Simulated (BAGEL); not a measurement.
# CH5AlO2 (SMILES C[Al](O)O): a chain of runs

Aim: a single-point energy (HF/cc-pVDZ), then the energy (NEVPT2(2,2)/cc-pVDZ), then the energy (CASPT2(2,2)/cc-pVDZ) of CH5AlO2. 

The results are computed with BAGEL 1.2.2.

1 further run of the same task is left out (set aside as unsound or not needed).

## (1) The molecule

CH5AlO2: 9 atoms, total charge 0, spin state singlet. SMILES: `C[Al](O)O`. The C1–H6 distance was set to 1.474 Å, away from the relaxed value.

Bond lengths: C1–Al2 1.933 Å, Al2–O3 1.698 Å, Al2–O4 1.698 Å, C1–H5 1.093 Å, C1–H7 1.094 Å, O3–H8 0.954 Å, O4–H9 0.955 Å. Angles: C1–Al2–O3 118.6°, C1–Al2–O4 119.1°, O3–Al2–O4 122.3°, Al2–C1–H5 111.1°, Al2–C1–H7 110.8°, Al2–O3–H8 125.6°, Al2–O4–H9 125.4°, H5–C1–H7 106.8°. A long bond or contact: C1–H6 1.474 Å.

## (2) A single-point energy at HF/cc-pVDZ (density fitting with svp-jkfit) (run 1)

Input file job.json:

```json
{ "bagel": [

{
  "title": "molecule",
  "basis": "cc-pvdz.json",
  "df_basis": "svp-jkfit",
  "angstrom": false,
  "geometry": [
    { "atom": "C", "xyz": [  0.45228894,  1.59873854, -2.10650795 ] },
    { "atom": "Al", "xyz": [  0.49730222, -1.07093425,  0.38740141 ] },
    { "atom": "O", "xyz": [  2.30960626, -3.65978345, -0.16506002 ] },
    { "atom": "O", "xyz": [ -1.26477291, -0.74711078,  3.04909956 ] },
    { "atom": "H", "xyz": [  0.07082882,  0.84762909, -3.99285146 ] },
    { "atom": "H", "xyz": [ -1.47521470,  3.52152353, -1.51884848 ] },
    { "atom": "H", "xyz": [  2.28711852,  2.54620942, -2.20214699 ] },
    { "atom": "H", "xyz": [  2.48079655, -5.07603870,  0.93861563 ] },
    { "atom": "H", "xyz": [ -1.36001510, -1.94840968,  4.39140982 ] }
  ]
},
{ "title": "hf" },
{ "title": "print", "file": "orbitals.molden", "orbitals": true }

]}
```

The basis set cc-pVDZ is read from a file made from the Basis Set Exchange's data (not shown).

On the command line:

```
$ BAGEL_NUM_THREADS=1 BAGEL job.json > job.out
```

Log:

```text
* using 1 threads per process

  ===============================================================
  ===============================================================

  *** Geometry ***

  { "atom" : "C", "xyz" : [      0.452289,      1.598739,     -2.106508 ] },
  { "atom" : "Al", "xyz" : [      0.497302,     -1.070934,      0.387401 ] },
  { "atom" : "O", "xyz" : [      2.309606,     -3.659783,     -0.165060 ] },
  { "atom" : "O", "xyz" : [     -1.264773,     -0.747111,      3.049100 ] },
  { "atom" : "H", "xyz" : [      0.070829,      0.847629,     -3.992851 ] },
  { "atom" : "H", "xyz" : [     -1.475215,      3.521524,     -1.518848 ] },
  { "atom" : "H", "xyz" : [      2.287119,      2.546209,     -2.202147 ] },
  { "atom" : "H", "xyz" : [      2.480797,     -5.076039,      0.938616 ] },
  { "atom" : "H", "xyz" : [     -1.360015,     -1.948410,      4.391410 ] },

  Number of auxiliary basis functions:      447

  Since a DF basis is specified, we compute 2- and 3-index integrals:
    o Being stored without compression. Storage requirement is 0.026 GB

  Number of basis functions:       85
  Number of electrons      :       40

    * METHOD: MOLECULE                             0.12

  *** RHF ***

  === Nuclear Repulsion ===
   157.0817227890

      * DIIS with orbital gradients will be used.

  === RHF iteration (cc-pvdz.json) ===
      0       -432.10367014          0.02189165           0.03
      1       -432.34535919          0.01502675           0.03
      2       -432.49452889          0.00142769           0.03
      3       -432.49624023          0.00053332           0.03
      4       -432.49644038          0.00009986           0.03
      5       -432.49645388          0.00002454           0.03
      6       -432.49645501          0.00000600           0.03
      7       -432.49645507          0.00000193           0.03
      8       -432.49645507          0.00000086           0.03
      9       -432.49645507          0.00000020           0.03
     10       -432.49645507          0.00000008           0.03
     11       -432.49645507          0.00000003           0.03
     12       -432.49645507          0.00000001           0.03
    * SCF iteration converged.

    * Permanent dipole moment:
           (   -0.139497,     0.677583,    -0.486199) a.u.

    * METHOD: HF                                   0.43

    * METHOD: PRINT                                0.01

  ===============================================================
```

Run time: 0.72 s. Hardware: 1 thread of AMD EPYC 9R45 (Zen 5), shared host; peak memory 0.15 GiB.

## (3) A single-point energy at NEVPT2(2,2)/cc-pVDZ (density fitting with svp-jkfit) (run 2)

Input file job.json:

```json
{ "bagel" : [

{
  "title" : "molecule",
  "basis" : "cc-pvdz.json",
  "df_basis" : "svp-jkfit",
  "angstrom" : false,
  "geometry" : [
    { "atom" : "C", "xyz" : [  0.45228894,  1.59873854, -2.10650795 ] },
    { "atom" : "Al", "xyz" : [  0.49730222, -1.07093425,  0.38740141 ] },
    { "atom" : "O", "xyz" : [  2.30960626, -3.65978345, -0.16506002 ] },
    { "atom" : "O", "xyz" : [ -1.26477291, -0.74711078,  3.04909956 ] },
    { "atom" : "H", "xyz" : [  0.07082882,  0.84762909, -3.99285146 ] },
    { "atom" : "H", "xyz" : [ -1.47521470,  3.52152353, -1.51884848 ] },
    { "atom" : "H", "xyz" : [  2.28711852,  2.54620942, -2.20214699 ] },
    { "atom" : "H", "xyz" : [  2.48079655, -5.07603870,  0.93861563 ] },
    { "atom" : "H", "xyz" : [ -1.36001510, -1.94840968,  4.39140982 ] }
  ]
},
{ "title" : "hf" },
{ "title" : "casscf", "nstate" : 1, "nact" : 2, "nclosed" : 19, "active" : [19, 23], "maxiter" : 200, "natocc" : true },
{ "title" : "nevpt2", "nstate" : 1, "nact" : 2, "nclosed" : 19, "active" : [19, 23], "maxiter" : 200, "natocc" : true, "ncore" : 8 },
{ "title" : "print", "file" : "orbitals.molden", "orbitals" : true }

]}
```

The basis set cc-pVDZ is read from a file made from the Basis Set Exchange's data (not shown).

On the command line:

```
$ BAGEL_NUM_THREADS=1 BAGEL job.json > job.out
```

Log:

```text
* using 1 threads per process

  ===============================================================
  ===============================================================

  *** Geometry ***

  { "atom" : "C", "xyz" : [      0.452289,      1.598739,     -2.106508 ] },
  { "atom" : "Al", "xyz" : [      0.497302,     -1.070934,      0.387401 ] },
  { "atom" : "O", "xyz" : [      2.309606,     -3.659783,     -0.165060 ] },
[... 5 lines of this table left out ...]
  { "atom" : "H", "xyz" : [     -1.360015,     -1.948410,      4.391410 ] },

  Number of auxiliary basis functions:      447

  Since a DF basis is specified, we compute 2- and 3-index integrals:
    o Being stored without compression. Storage requirement is 0.026 GB

  Number of basis functions:       85
  Number of electrons      :       40

    * METHOD: MOLECULE                             0.12

  *** RHF ***

  === Nuclear Repulsion ===
   157.0817227890

      * DIIS with orbital gradients will be used.

  === RHF iteration (cc-pvdz.json) ===
      0       -432.10367014          0.02189165           0.03
      1       -432.34535919          0.01502675           0.03
      2       -432.49452889          0.00142769           0.03
[... 9 lines of this table left out ...]
     12       -432.49645507          0.00000001           0.03
    * SCF iteration converged.

    * Permanent dipole moment:
           (   -0.139497,     0.677583,    -0.486199) a.u.

    * METHOD: HF                                   0.44

  ---------------------------
      CASSCF calculation
  ---------------------------

    ==== Active orbitals : =====
         Orbital 19
         Orbital 23
    ============================

    * nstate   :      1
    * nclosed  :     19
    * nact     :      2
    * nvirt    :     64
  === CASSCF iteration (cc-pvdz.json) ===

    * Using the second-order algorithm

      0  0      -432.49678212     9.09e-05      0.01

      1  0      -432.50243874     8.47e-04      0.15
[... 17 lines of this table left out ...]
     10  0      -432.52312361     3.72e-09      0.12

    * Second-order optimization converged. *

     guess   0:   closed 1.                   open ..

  === FCI iteration ===

      0  0      -432.49569614     8.11e-02      0.00
      1  0      -432.52312323     2.48e-04      0.00
      2  0 *    -432.52312361     4.65e-16      0.00

     * ci vector, state   0, <S^2> = 0.0000
       2.     0.9859877422
       .2    -0.1668177815

    * METHOD: CASSCF                               1.57

    * freezing 8 orbitals

  === DF-NEVPT2 calculation ===

    * 3-index integral transformation done
    * assembly done

      NEVPT2 correlation energy:   -0.5683173459      0.10

          (+0)     -0.5153937275
          (+0)'    -0.0153806416
          (+1)     -0.0049732765
          (+1)'    -0.0000000000
          (+2)     -0.0003449657
          (-1)     -0.0252964603
          (-1)'     0.0000000000
          (-2)     -0.0069282743

      NEVPT2 total energy:       -433.0914409567

    * METHOD: NEVPT2                               0.16

    * METHOD: PRINT                                0.01

  ===============================================================
```

Wall time 2.5 s (1 thread of AMD EPYC 9R45 (Zen 5), shared host); peak memory 0.15 GiB.

## (4) A single-point energy at CASPT2(2,2)/cc-pVDZ (density fitting with svp-jkfit) (run 3)

Input file calc.json:

```json
{ "bagel": [

{
  "title": "molecule",
  "basis": "cc-pvdz.json",
  "df_basis": "svp-jkfit",
  "angstrom": false,
  "geometry": [
    { "atom": "C", "xyz": [     0.45228894,     1.59873854,    -2.10650795 ] },
    { "atom": "Al", "xyz": [     0.49730222,    -1.07093425,     0.38740141 ] },
    { "atom": "O", "xyz": [     2.30960626,    -3.65978345,    -0.16506002 ] },
    { "atom": "O", "xyz": [    -1.26477291,    -0.74711078,     3.04909956 ] },
    { "atom": "H", "xyz": [     0.07082882,     0.84762909,    -3.99285146 ] },
    { "atom": "H", "xyz": [    -1.47521470,     3.52152353,    -1.51884848 ] },
    { "atom": "H", "xyz": [     2.28711852,     2.54620942,    -2.20214699 ] },
    { "atom": "H", "xyz": [     2.48079655,    -5.07603870,     0.93861563 ] },
    { "atom": "H", "xyz": [    -1.36001510,    -1.94840968,     4.39140982 ] }
  ]
},

{ "title": "hf" },

{ "title": "casscf", "nstate": 1, "nact": 2, "nclosed": 19, "active": [19, 23], "maxiter": 200, "natocc": true },

{ "title": "print", "file": "orbitals.molden", "orbitals": true },

{ "title": "smith", "method": "caspt2", "ms": true, "xms": true, "sssr": true, "shift": 0.2, "shift_imag": true, "ncore": 8 }

]}
```

The basis set cc-pVDZ is read from a file made from the Basis Set Exchange's data (not shown).

On the command line:

```
$ BAGEL_NUM_THREADS=1 BAGEL calc.json > calc.out
```

Log:

```text
* using 1 threads per process

  ===============================================================
  ===============================================================

  *** Geometry ***

  { "atom" : "C", "xyz" : [      0.452289,      1.598739,     -2.106508 ] },
  { "atom" : "Al", "xyz" : [      0.497302,     -1.070934,      0.387401 ] },
  { "atom" : "O", "xyz" : [      2.309606,     -3.659783,     -0.165060 ] },
[... 5 lines of this table left out ...]
  { "atom" : "H", "xyz" : [     -1.360015,     -1.948410,      4.391410 ] },

  Number of auxiliary basis functions:      447

  Since a DF basis is specified, we compute 2- and 3-index integrals:
    o Being stored without compression. Storage requirement is 0.026 GB

  Number of basis functions:       85
  Number of electrons      :       40

    * METHOD: MOLECULE                             0.12

  *** RHF ***

  === Nuclear Repulsion ===
   157.0817227890

      * DIIS with orbital gradients will be used.

[... 6 lines left out ...]
    * SCF iteration converged.
[... 1 line left out ...]
    * Permanent dipole moment:
[... 27 lines left out ...]
    * Second-order optimization converged. *
[... 9 lines left out ...]
     * ci vector, state   0, <S^2> = 0.0000
[... 16 lines left out ...]
    * Zeroth order energy : state  0       -0.8740625323
[... 3 lines left out ...]
      -------------------------------------------  CASPT2 iteration  ---------------------------------------------------
       #      aibj      arbs      arbi      airj      risj      airs      arst      rist         Etot      error   time
      ------------------------------------------------------------------------------------------------------------------

       0  -0.51396  -0.00838  -0.02592  -0.00533  -0.00049  -0.01355  -0.00000  -0.00000   -0.5676290  0.0011874   0.05
       1  -0.51407  -0.00842  -0.02600  -0.00542  -0.00052  -0.01385  -0.00000  -0.00000   -0.5682793  0.0002078   0.04
       2  -0.51408  -0.00842  -0.02599  -0.00542  -0.00052  -0.01386  -0.00000  -0.00000   -0.5683016  0.0000400   0.04
       3  -0.51408  -0.00843  -0.02600  -0.00542  -0.00052  -0.01386  -0.00000  -0.00000   -0.5683024  0.0000080   0.05
       4  -0.51408  -0.00843  -0.02600  -0.00542  -0.00052  -0.01386   0.00000  -0.00000   -0.5683024  0.0000014   0.05
       5  -0.51408  -0.00843  -0.02600  -0.00542  -0.00052  -0.01386   0.00000   0.00000   -0.5683024  0.0000003   0.05

      ------------------------------------------------------------------------------------------------------------------

    * CASPT2 energy : state  0     -433.0938693021
        w/o shift correction       -433.0914259946
        reference weight              0.8547121178

    * METHOD: SMITH                                0.40

  ===============================================================
```

Run time: 2.7 s. Hardware: 1 thread of AMD EPYC 9R45 (Zen 5), shared host; peak memory 0.19 GiB.

## (5) What came out

```
                                quantity          value
         run 1, HF/cc-pVDZ: total energy  -432.49646 Eh
        run 1, HF/cc-pVDZ: dipole moment         2.15 D
          run 1, HF/cc-pVDZ: HOMO energy      -11.52 eV
          run 1, HF/cc-pVDZ: LUMO energy        3.17 eV
        run 1, HF/cc-pVDZ: HOMO–LUMO gap       14.68 eV
run 2, NEVPT2(2,2)/cc-pVDZ: total energy  -433.09144 Eh
run 3, CASPT2(2,2)/cc-pVDZ: total energy  -433.09387 Eh
```
